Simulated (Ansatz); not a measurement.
# SiBCl₅: one species, many methods

How much do the methods differ for SiBCl₅? The plan is to run it at one geometry with functionals of several rungs and with coupled cluster, and see how far each lands from CCSD(T) at the basis-set limit for the atomisation energy.

Program: Ansatz 0.2.0, Gaussian basis. Level of theory: functionals in def2-TZVPP, the program's frozen cores in correlated methods. These are calculated values, not measurements.

Plan: LDA (SPW92), PBE-D4, revPBE-D4, BLYP-D4, r2SCAN-D4, B97M-V, PBE0-D4, B3LYP-D4, r2SCANh-D4, r2SCAN0-D4, HSE06-D4, BHLYP-D4, CAM-B3LYP-D4, LC-ωPBE, ωB97X-V, ωB97M-V, B2PLYP, PBE-QIDH; CCSD(T)/def2-SVP; CCSD(T)/def2-TZVPP; MP2/def2-QZVPP; extrapolation to the limit; RPA on PBE.

### Step 1. Structure used throughout

All runs share one geometry, relaxed beforehand with PBE0-D4 in a triple-zeta def2 set.

7 atoms, charge 0, spin multiplicity 1.

Atoms are counted from 1 here; the program's logs count them from 0.

Bond lengths: Cl1–B2 1.734 Å, B2–Cl3 1.731 Å, B2–Si4 2.017 Å, Si4–Cl5 2.039 Å, Si4–Cl6 2.038 Å, Si4–Cl7 2.034 Å. Angles: Cl1–B2–Cl3 120.6°, Cl1–B2–Si4 118.2°, Cl3–B2–Si4 121.2°, B2–Si4–Cl5 108.7°, B2–Si4–Cl6 109.4°, B2–Si4–Cl7 112.2°, Cl5–Si4–Cl6 109.0°, Cl5–Si4–Cl7 108.8°, Cl6–Si4–Cl7 108.8°.

Coordinates:

```mol
BCl5Si
  3D, bonds by distance, orders not assigned

  7  6  0  0  0  0  0  0  0  0999 V2000
    0.2806    1.6339    1.8943 Cl  0  0
    0.2073    1.1574    0.2287 B   0  0
    0.3968    2.3291   -1.0314 Cl  0  0
   -0.1164   -0.7882   -0.1927 Si  0  0
   -1.9508   -1.3161    0.5236 Cl  0  0
    1.3059   -1.9242    0.7237 Cl  0  0
   -0.0622   -1.1598   -2.1920 Cl  0  0
  1  2  8  0
  2  3  8  0
  2  4  8  0
  4  5  8  0
  4  6  8  0
  4  7  8  0
M  END
```

### Step 2. LDA

This LDA is Slater exchange with PW92 correlation.

Contents of in.yaml:

```yaml
crystal:
  periodic: [false, false, false]
  atoms:
    - {symbol: Cl, position_ang: [0.280552, 1.633888, 1.894347]}
    - {symbol: B, position_ang: [0.207341, 1.157428, 0.228746]}
    - {symbol: Cl, position_ang: [0.396833, 2.329072, -1.031411]}
    - {symbol: Si, position_ang: [-0.116365, -0.788197, -0.192724]}
    - {symbol: Cl, position_ang: [-1.950782, -1.316052, 0.523648]}
    - {symbol: Cl, position_ang: [1.305870, -1.924198, 0.723730]}
    - {symbol: Cl, position_ang: [-0.062250, -1.159842, -2.192036]}
basis:
  gaussian: {orbitals: def2-TZVPP}
hamiltonian: {xc: lda}
output: {orbitals: {seedname: orbitals}}
```

On the command line:

```sh
$ ansatz run in.yaml --threads 4 --pin off --events-out ev --progress --plain --max-ram 11315MiB
```

The runs that follow: PBE-D4 (GGA); revPBE-D4 (GGA); BLYP-D4 (GGA); r2SCAN-D4 (meta-GGA); B97M-V (meta-GGA); PBE0-D4 (hybrid); B3LYP-D4 (hybrid); r2SCANh-D4 (hybrid); r2SCAN0-D4 (hybrid); HSE06-D4 (hybrid); BHLYP-D4 (hybrid); CAM-B3LYP-D4 (range-separated); LC-ωPBE (range-separated); ωB97X-V (range-separated); ωB97M-V (range-separated); B2PLYP (double hybrid); PBE-QIDH (double hybrid); CCSD(T) in def2-SVP; CCSD(T) in def2-TZVPP; MP2 in def2-QZVPP; RPA on PBE orbitals.

Q: Predict the results of all the runs planned. Wanted: atomisation energy, CCSD(T)/CBS; farthest beyond LDA; mean size of error, GGA; mean size of error, meta-GGA; mean size of error, hybrid; mean size of error, range-separated; mean size of error, double hybrid; gap, smallest and largest; T1 diagnostic.

As calculated:

```
                               quantity                                      value
        atomisation energy, CCSD(T)/CBS                              2373.3 kJ/mol
 functionals within 11.9 kJ/mol (0.5 %)                                 r2SCAN0-D4
                    farthest beyond LDA                    BHLYP-D4 (-93.5 kJ/mol)
                mean size of error, GGA                                51.0 kJ/mol
           mean size of error, meta-GGA                                65.9 kJ/mol
             mean size of error, hybrid                                46.3 kJ/mol
    mean size of error, range-separated                                29.2 kJ/mol
      mean size of error, double hybrid                                45.6 kJ/mol
              gap, smallest and largest  3.67 eV (LDA (SPW92)), 10.80 eV (LC-ωPBE)
                          T1 diagnostic                                     0.0112
triples share of the correlation energy                                      4.5 %
```

**Reading.** LDA overbinds by 401.8 kJ/mol (17 %). PBE-D4 is off by +89.5 kJ/mol. Double hybrids carry the basis error of their MP2 part in triple zeta, and no dispersion term here, so their miss is partly the set-up's. Taken by rung, range-separated functionals do best (29.2 kJ/mol on average) and meta-GGA ones worst beyond LDA (65.9 kJ/mol). RPA and LDA stand outside this count. The reference freezes the cores and leaves out relativity and excitations past (T), so misses under about 11.9 kJ/mol can't be ranked. Hartree-Fock recovers 74 % of the binding; the rest is correlation. CCSD(T) in def2-SVP is off by -195.6 kJ/mol, worse than the median functional, from the basis alone. Orbital gaps span 3.7 to 10.8 eV; exact exchange widens them.
